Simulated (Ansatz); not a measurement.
# Mo2PdS4 (element-swapped structure): how the settings move a single-point run

Aim: see which settings change the result for Mo2PdS4 (element-swapped structure), by how much, and at what cost.

Program: Ansatz 0.2.0. Level of theory: reference: DFT PBE, plane waves, PAW, scalar-relativistic, no spin polarisation. These are calculated values, not measurements.

1 further run of the same task is left out (it didn't finish).

## Step 1: The structure to begin with

The structure is monoclinic, space group C2/m (No. 12). Conventional cell: a = 12.828 Å, b = 3.311 Å, c = 5.958 Å, α = 90.00°, β = 115.50°, γ = 90.00°. Pd (site symmetry 2/m) is surrounded by 6 S at 2.38 to 2.47 Å. Around S (site symmetry m) lie 2 Pd at 2.47 Å and 3 Mo at 2.53 to 2.59 Å. S (site symmetry m) is surrounded by 1 Pd at 2.38 Å and 3 Mo at 2.40 to 2.42 Å. Mo (site symmetry m) has 6 S at 2.40 to 2.59 Å as nearest neighbours.

Coordinates:

```cif
data_structure
_symmetry_space_group_name_H-M 'C2/m'
_symmetry_Int_Tables_number 12
_cell_length_a 12.8284
_cell_length_b 3.3111
_cell_length_c 5.9584
_cell_angle_alpha 90.000
_cell_angle_beta 115.498
_cell_angle_gamma 90.000
_cell_volume 228.44
loop_
_atom_site_label
_atom_site_type_symbol
_atom_site_symmetry_multiplicity
_atom_site_Wyckoff_symbol
_atom_site_fract_x
_atom_site_fract_y
_atom_site_fract_z
_atom_site_occupancy
Pd1 Pd 2 a 0.00000 0.00000 0.00000 1
S1 S 4 i 0.86220 0.50000 0.02280 1
S2 S 4 i 0.60450 0.50000 0.44110 1
Mo1 Mo 4 i 0.75690 0.50000 0.30950 1
```

## Step 2: The reference run

File input.yaml:

```yaml
crystal:
  lattice:
    - [0.0, 3.311139, 0.0]
    - [3.733171, -1.65557, 5.215898]
    - [2.880519, 0.0, -5.215898]
  atoms:
    - { symbol: Pd, position: [0.0, 0.0, 0.0] }
    - { symbol: S, position: [0.3622, 0.7244, 0.0228] }
    - { symbol: S, position: [0.6378, 0.2756, 0.9772] }
    - { symbol: S, position: [0.1045, 0.209, 0.4411] }
    - { symbol: S, position: [0.8955, 0.791, 0.5589] }
    - { symbol: Mo, position: [0.2569, 0.5138, 0.3095] }
    - { symbol: Mo, position: [0.7431, 0.4862, 0.6905] }
  symmetry: { tolerance: 0.0003 }
kpoints:
  mp_grid: { grid: [6, 6, 4], shift: [0, 0, 0] }
magnetization:
  spin_polarized: false
scf:
  occupations: { method: fermi_dirac }
hamiltonian:
  pseudopotentials: { kind: paw }
  xc: pbe
basis:
  ecutwfc: 420
output:
  forces: true
  stress: true
  eigenvalues: true
```

The run is started by

```sh
$ ansatz run input.yaml --threads 1 --pin off --max-ram 2560MiB --backend cpu --events-out ev --progress --plain --runs-dir out
```

## Step 3: Changing settings: symmetry.detect false, preconditioner local_kerker, tolerance left out

input.yaml: that of step 2 with these lines changed.

```diff
@@ -13,3 +13,3 @@
     - { symbol: Mo, position: [0.7431, 0.4862, 0.6905] }
-  symmetry: { tolerance: 0.0003 }
+  symmetry: { detect: false }
 kpoints:
@@ -20,2 +20,3 @@
   occupations: { method: fermi_dirac }
+  mixing: { preconditioner: local_kerker }
 hamiltonian:
```

## Step 4: Changing settings: symmetry.detect false, chi_scale 0.0, scf.algorithm density_mixing, tolerance left out

input.yaml: that of step 2 with these lines changed.

```diff
@@ -13,3 +13,3 @@
     - { symbol: Mo, position: [0.7431, 0.4862, 0.6905] }
-  symmetry: { tolerance: 0.0003 }
+  symmetry: { detect: false }
 kpoints:
@@ -20,2 +20,4 @@
   occupations: { method: fermi_dirac }
+  initial_density: { chi_scale: 0.0 }
+  algorithm: density_mixing
 hamiltonian:
```

## Step 5: Variant: spin_polarized true, dr2_threshold 1.0e-08

input.yaml: that of step 2 with these lines changed.

```diff
@@ -17,5 +17,6 @@
 magnetization:
-  spin_polarized: false
+  spin_polarized: true
 scf:
   occupations: { method: fermi_dirac }
+  convergence: { dr2_threshold: 1.0e-08 }
 hamiltonian:
```

Before running it: what results should come out? Wanted: for each run, ending; energy change; pressure; gap; force.

As calculated:

| run | ending | energy change | pressure (GPa) | gap (eV) | force (eV/Å) | cycles | time |
| --- | --- | --- | --- | --- | --- | --- | --- |
| reference | converged | 0 | 2.5 | 0.00 | 0.99 | 8 | 24 s |
| 1: symmetry.detect false, preconditioner local_kerker, tolerance left out | converged | 0.0 meV/atom | 2.5 | 0.00 | 0.99 | 8 | 64 s |
| 2: symmetry.detect false, chi_scale 0.0, scf.algorithm density_mixing, tolerance left out | converged | 0.0 meV/atom | 2.5 | 0.00 | 0.99 | 10 | 71 s |
| 3: spin_polarized true, dr2_threshold 1.0e-08 | converged | 0.0 meV/atom | 2.5 | 0.00 | 0.99 | 17 | 61 s |

Residual by cycle in the longest SCF loop of each run; runs are numbered as in the table. The quantity is the density residual dr2, in eV.

```csv
cycle,reference,run 1,run 2,run 3
1,0.102,0.102,60.6,43.7
2,0.02,0.0427,17.2,3.16
4,7.0e-5,8.3e-5,0.094,3
5,1.1e-5,9.3e-6,0.0143,0.611
7,1.3e-7,5.3e-7,3.8e-5,0.699
8,9.3e-9,5.9e-8,5.1e-6,0.00536
10,-,-,6.2e-8,9.0e-4
11,-,-,-,3.5e-4
13,-,-,-,8.3e-5
14,-,-,-,9.6e-7
16,-,-,-,2.9e-8
17,-,-,-,7.6e-10
```

What this shows: Of the converged runs whose energies compare with the reference's, none moves it noticeably.

The reference has limits of its own: it is run without spin, though an odd electron count or open d shells could carry moments; its mesh is coarse for a cell with so small a gap or none; the structure is made up and not relaxed.
